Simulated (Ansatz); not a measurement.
I need a relaxed scan of one distance of CH3NSe, SMILES N=C[SeH]. Use the Python package of Ansatz (0.2.0). Use (for the species named): PBE, def2-SVP basis, multiplicity 1, D3BJ dispersion.

```xyz
6

N    -0.8953   -0.8099   -0.2513
C     0.1627   -0.1294   -0.3125
Se    1.2058    0.0498    1.2552
H    -1.4534   -0.8541   -1.1097
H     0.5069    0.3101   -1.2606
H     0.5153    1.3696    1.6327
```

`relaxed_scan_ch3nse.py`:
```python
"""Relaxed scan of one distance in CH3NSe."""

import warnings

import ansatz as az
import numpy as np

GEOMETRY = """
N    -0.89530   -0.80990   -0.25130
C     0.16270   -0.12940   -0.31250
Se    1.20580    0.04980    1.25520
H    -1.45340   -0.85410   -1.10970
H     0.50690    0.31010   -1.26060
H     0.51530    1.36960    1.63270
"""

warnings.simplefilter("ignore", az.DeckWarning)

ch3nse = az.Crystal.molecule()
for line in GEOMETRY.strip().splitlines():
    symbol, *xyz = line.split()
    ch3nse = ch3nse.atom(symbol, [float(v) for v in xyz])

job = (
    ch3nse.calculation()
    .basis(gaussian="def2-SVP")
    .functional("pbe", dispersion="d3bj")
)
symbols = [site.symbol for site in ch3nse.cartesian_sites]
pairs = [(0, 1), (0, 3), (1, 2), (1, 4), (2, 5)]
print("held (A)   E (eV)        ", "  ".join(f"{symbols[i]}{i}-{symbols[j]}{j}" for i, j in pairs))
for length in [0.94, 1.02, 1.11, 1.23, 1.38]:
    r = job.relax(constraints=[az.DistanceConstraint((0, 3), at=length)], force_tolerance=0.02, max_steps=60).run(threads=1).report
    xyz = np.array(r["positions_ang"])
    print(f"{length:6.2f} {r['free_energy_ev']:14.5f}  ", "  ".join(f"{np.linalg.norm(xyz[i] - xyz[j]):.3f}" for i, j in pairs))
```

```console
$ python relaxed_scan_ch3nse.py
held (A)   E (eV)         N0-C1  N0-H3  C1-Se2  C1-H4  Se2-H5
  0.94   -67901.74629   1.270  0.940  1.921  1.116  1.486
  1.02   -67901.95596   1.272  1.020  1.922  1.115  1.486
  1.11   -67901.86358   1.274  1.110  1.924  1.114  1.485
  1.23   -67901.46074   1.276  1.230  1.927  1.112  1.485
  1.38   -67900.79139   1.276  1.380  1.931  1.110  1.485
```

Reading the output:
- Total energies depend on the basis set; only differences at equal settings carry meaning.
- The energies are electronic: no zero-point or thermal terms, and the basis set is short of its limit.
- The script silences the warnings on its input, which a real study should read.
- It ran for 2 min on 1 thread of Arm Neoverse V1, with other jobs on the host, peak memory 0.21 GiB.

(Lines on the test bed's own set-up are left out of the output.)
